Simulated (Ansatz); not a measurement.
# ZrIr2: biaxial strain in the a-b plane

A series on ZrIr2: biaxial strain in the a-b plane, -4.5 to +4.5 %; the length and tilt of c and the atoms relax. Wanted: energy, stress and any gap along the series.

Method: DFT r2SCAN, scalar-relativistic, plane waves, PAW, in Ansatz 0.2.0.

2 further runs of the same task are left out: 2 set aside as unsound or not needed.

**1. The system as given**

The structure is cubic, space group Fd-3m (No. 227). Conventional cell: a = 7.385 Å, b = 7.385 Å, c = 7.385 Å, α = 90.00°, β = 90.00°, γ = 90.00°. Around Zr (site symmetry -43m) lie 12 Ir at 3.06 Å and 4 Zr at 3.20 Å. Around Ir (site symmetry -3m) lie 6 Ir at 2.61 Å and 6 Zr at 3.06 Å.

Structure file:

```
Zr Ir
1.0
     0.00000    3.69230    3.69230
     3.69230    0.00000    3.69230
     3.69230    3.69230    0.00000
Zr Ir
2 4
Cartesian
  3.6923 3.6923 3.6923
  5.5385 5.5385 5.5385
  0.9231 0.9231 0.9231
  0.9231 2.7692 2.7692
  2.7692 2.7692 0.9231
  2.7692 0.9231 2.7692
```

It is the result of an earlier relaxation at this level (volume 16.78 Å³/atom; gap on the mesh: none (metal)).

**2. The unstrained reference**

input.yaml reads:

```yaml
crystal:
  lattice:
    - [0.0, 3.6923035566, 3.6923035566]
    - [3.6923035566, 0.0, 3.6923035566]
    - [3.6923035566, 3.6923035566, 0.0]
  atoms:
    - { symbol: Zr, position: [0.5, 0.5, 0.5] }
    - { symbol: Zr, position: [0.75, 0.75, 0.75] }
    - { symbol: Ir, position: [0.125, 0.125, 0.125] }
    - { symbol: Ir, position: [0.625, 0.125, 0.125] }
    - { symbol: Ir, position: [0.125, 0.125, 0.625] }
    - { symbol: Ir, position: [0.125, 0.625, 0.125] }
basis:
  ecutwfc: 500
kpoints:
  mp_grid: { grid: [8, 8, 8] }
hamiltonian:
  xc: r2scan
scf:
  occupations: { method: gaussian, width: 0.1 }
output:
  forces: true
  stress: true
  eigenvalues: true
```

Launch:

```console
> ansatz run input.yaml --threads 1 --pin off --max-ram 2560MiB --backend cpu --events-out ev --progress --plain --runs-dir out
```

Further runs follow: strain -1.5 %; the cell strained by +1.5 %; At -3.0 %; strain +3.0 %; the cell strained by -4.5 %; strain +4.5 %.

**Question.** What will these runs give? Wanted: (1/V) d²E/dε² at zero strain, cubic fit; strain of the free axis c per applied strain.

As calculated:

```
                                    quantity                     value
                         largest energy cost  129.1 meV/atom at -4.5 %
     (1/V) d²E/dε² at zero strain, cubic fit                  1052 GPa
strain of the free axis c per applied strain                     -0.12
```

The curvature of the energy, 1052 GPa, is twice the biaxial modulus. Compression by 4.5 % costs 129.1 meV/atom and stretching 93.9. The free axis c moves against the applied strain (factor -0.12). Spin-orbit coupling is left out for Ir.
